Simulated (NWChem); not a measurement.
**AlNH2Cl (SMILES [NH2][Al][Cl]): UPBE/def2-TZVPP**

What is the electronic atomisation energy of AlNH2Cl at UPBE/def2-TZVPP? 

The calculation is run with NWChem 7.3.0.

### 1 The molecule

AlNH2Cl has 5 atoms, charge 0, and is taken as a doublet. As SMILES, `[NH2][Al][Cl]`. The shape is that of a PBE0-D4/def2-TZVP optimisation. This is one conformer, not always the lowest.

Bond lengths: N1–Al2 1.765 Å, Al2–Cl3 2.116 Å, N1–H4 1.007 Å, N1–H5 1.009 Å. Angles: N1–Al2–Cl3 116.7°, Al2–N1–H4 124.9°, Al2–N1–H5 124.1°, H4–N1–H5 111.0°.

### 2 The energy at UPBE/def2-TZVPP (run 1)

File alclh2n.xyz:

```xyz
5
AlClH2N
N     -0.549400     0.461700    -0.232000
Al     0.402600    -0.291600     1.049100
Cl     1.907000    -1.649700     0.440800
H     -1.293600     1.123300    -0.083500
H     -0.416600     0.282700    -1.215900
```

File alclh2n.nw:

```
start alclh2n
title "AlClH2N"
memory 2200 mb

geometry units angstrom noautosym nocenter noautoz
 load alclh2n.xyz
end

basis spherical bse
 * library def2-TZVPP
end

dft
 xc xpbe96 cpbe96
 mult 2
 grid fine
 convergence energy 1e-08
 iterations 100
 mulliken
 print low
end

task dft
```

On the command line:

```sh
$ nwchem alclh2n.nw > alclh2n.out
```

Standard output:

```text
[...]
 d= 0,ls=0.0,diis     1   -758.2300045319 -8.78D+02  5.66D-03  3.53D-01     5.1
[...]
 d= 0,ls=0.5,diis    25   -758.3091318389 -8.10D-09  2.51D-07  4.67D-09   109.8
[...]
         Total DFT energy =     -758.309131843439
      One electron energy =    -1286.775054725031
           Coulomb energy =      463.169543252192
    Exchange-Corr. energy =      -54.227798362404
 Nuclear repulsion energy =      119.524177991804
[...]
      Total Density - Mulliken Population Analysis
     ---------------------------------------------
    Atom       Charge   Shell Charges
 -----------   ------   -------------------------------------------------------
    1 N    7     7.36   0.82  1.15  0.55  0.77  0.16  1.58  1.56  0.76  0.00  0.01  0.00
    2 Al  13    12.69   2.00  0.63  1.34  0.84  0.37  2.94  2.19  0.89  0.84  0.29  0.01  0.16  0.14  0.06
    3 Cl  17    17.24   2.01  0.43  1.52  1.15  0.79  4.19  1.66  1.14  2.80  1.52  0.00  0.00  0.02  0.00
    4 H    1     0.85   0.27  0.43  0.07  0.02  0.06  0.01
    5 H    1     0.85   0.27  0.42  0.08  0.02  0.06  0.01
[...]
      <S2> =      0.7523 (Exact =     0.7500)
[...]
```

Wall time 1.9 min (1 thread of Intel Xeon Platinum 8488C (Sapphire Rapids), shared host); peak memory 0.12 GiB.

### 3 The Al atom at the same level (run 2)

File al.nw:

```
start al
title "Al energy"
memory total 2200 mb
geometry units angstroms noautosym nocenter noautoz
  Al    0.000000    0.000000    0.000000
end
basis spherical bse
  * library def2-TZVPP
end
dft
  xc xpbe96 cpbe96
  mult 2
  grid fine
  convergence energy 1e-08
  maxiter 100
  mulliken
  print low
end
task dft energy
```

Run the same way, it converges to -242.22763 Eh (log not shown).

Run 3 isn't shown in full; the table further down has it.

### 4 The H atom at the same level (run 4)

File h.nw:

```
start h
memory 2200 mb

geometry noautosym nocenter noautoz
  H      0.000000     0.000000     0.000000
end

basis spherical bse
  H library def2-TZVPP
end

dft
  xc xpbe96 cpbe96
  mult 2
  grid fine
  convergence energy 1e-08
  iterations 100
  mulliken
  noprint "final vectors analysis"
end

task dft
```

Run the same way, it converges to -0.49962 Eh (log not shown).

### 5 The N atom (run 5)

File n.xyz:

```xyz
1

N      0.000000     0.000000     0.000000
```

File n.nw:

```
START n
memory total 2200 mb
GEOMETRY units angstroms noautosym nocenter noautoz
  load format xyz n.xyz
END
BASIS spherical bse
  * library def2-TZVPP
END
DFT
  xc xpbe96 cpbe96
  mult 4
  grid fine
  convergence energy 1e-08
  maxiter 100
  mulliken
  print low
END
TASK dft energy
```

On the command line:

```sh
$ nwchem n.nw > n.out
```

Standard output:

```text
[...]
 d= 0,ls=0.0,diis     1    -54.4903612018 -5.45D+01  1.18D-02  1.48D-01     0.3
[...]
 d= 0,ls=0.0,diis     6    -54.5321419860 -3.71D-09  8.51D-08  1.78D-11     0.7
[...]
         Total DFT energy =      -54.532141985983
      One electron energy =      -73.918100988381
           Coulomb energy =       26.100702225372
    Exchange-Corr. energy =       -6.714743222974
 Nuclear repulsion energy =        0.000000000000
[...]
      Total Density - Mulliken Population Analysis
     ---------------------------------------------
    Atom       Charge   Shell Charges
 -----------   ------   -------------------------------------------------------
    1 N    7     7.00   0.82  1.15  0.69  0.97  0.38  1.24  1.17  0.59  0.00  0.00  0.00
     --------------------------------------------
      Spin Density - Mulliken Population Analysis
     --------------------------------------------
    Atom       Charge   Shell Charges
 -----------   ------   -------------------------------------------------------
    1 N    7     3.00  -0.00 -0.00  0.04  0.04 -0.07  1.24  1.17  0.59 -0.00 -0.00  0.00
[...]
      <S2> =      3.7525 (Exact =     3.7500)
[...]
```

Run time: 1.4 s. Hardware: 1 thread of Intel Xeon Platinum 8488C (Sapphire Rapids), shared host; peak memory 0.1 GiB.

### 6 All runs side by side

| run | partner | energy (Eh) | ⟨S²⟩ | wall time |
| --- | --- | --- | --- | --- |
| 1 | base | -758.309132 | 0.752 | 1.9 min |
| 2 | atoms | -242.227635 | 0.755 | 4.2 s |
| 3 | atoms | -459.958430 | 0.753 | 2.8 s |
| 4 | atoms | -0.499616 | 0.750 | 0.87 s |
| 5 | atoms | -54.532142 | 3.752 | 1.4 s |

### 7 Summary of results

Level: UPBE/def2-TZVPP.

| quantity | value |
| --- | --- |
| N atom: total energy | -54.53214 Eh |
| N atom: ⟨S²⟩ | 3.752 |
| electronic atomisation energy | 16.101 eV |

What this shows: Taking the molecule apart into free atoms costs 16.10 eV (1553 kJ/mol), before zero-point energy and without spin-orbit coupling. All runs together took 2.1 min, the longest 1.9 min.
